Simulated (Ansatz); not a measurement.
# Cl4W: the cost of one run

Method: def2-SVP, all electrons in the functionals, frozen cores in the correlation of double hybrids and RPA; program: Ansatz 0.2.0, Gaussian basis.

Plan: PBE, r2SCAN, PBE0, B3LYP, wB97M-V, B2PLYP, PBE-QIDH, RKS PBE0, RPA-PBE.

1 further run of the same task is left out (it didn't finish). Runs told in other sessions of the task aren't counted.

## (1) The geometry

The geometry is a PBE0/def2-TZVP stationary point (not a proven minimum). No spin-orbit coupling is included. Elements past krypton take def2 core potentials.

5 atoms, charge 0, spin multiplicity 1.

Atoms are counted from 1 here; the program's logs count them from 0.

Bond lengths: W1–Cl2 2.236 Å, W1–Cl3 2.236 Å, W1–Cl4 2.236 Å, W1–Cl5 2.236 Å. Angles: Cl2–W1–Cl3 98.2°, Cl2–W1–Cl4 98.2°, Cl2–W1–Cl5 135.7°, Cl3–W1–Cl4 135.7°, Cl3–W1–Cl5 98.2°, Cl4–W1–Cl5 98.2°.

No dispersion term is added; wB97M-V holds VV10 nonlocal correlation. B3LYP takes the VWN-RPA correlation.

## (2) PBE (unrestricted)

Contents of in.yaml:

```yaml
crystal:
  periodic: [false, false, false]
  atoms:
    - {symbol: W, position_ang: [0.000000, 0.000000, 0.000000]}
    - {symbol: Cl, position_ang: [0.851710, 1.467233, 1.456008]}
    - {symbol: Cl, position_ang: [-0.830716, -1.463127, 1.472180]}
    - {symbol: Cl, position_ang: [-0.855384, 1.461028, -1.460088]}
    - {symbol: Cl, position_ang: [0.834390, -1.465134, -1.468100]}
basis:
  gaussian: {orbitals: def2-SVP}
magnetization: {spin_polarized: true, initial_magnetization: 0}
hamiltonian: {xc: {name: PBE}}
output: {orbitals: {seedname: orbitals}}
```

Command:

```console
$ ansatz run in.yaml --threads 1 --pin off --events-out ev --progress --plain --max-ram 4096MiB --backend cpu
```

What time and memory should one allow on 1 thread of AMD EPYC 7R13, shared host?

About 82 s, with a peak of 0.29 GiB.
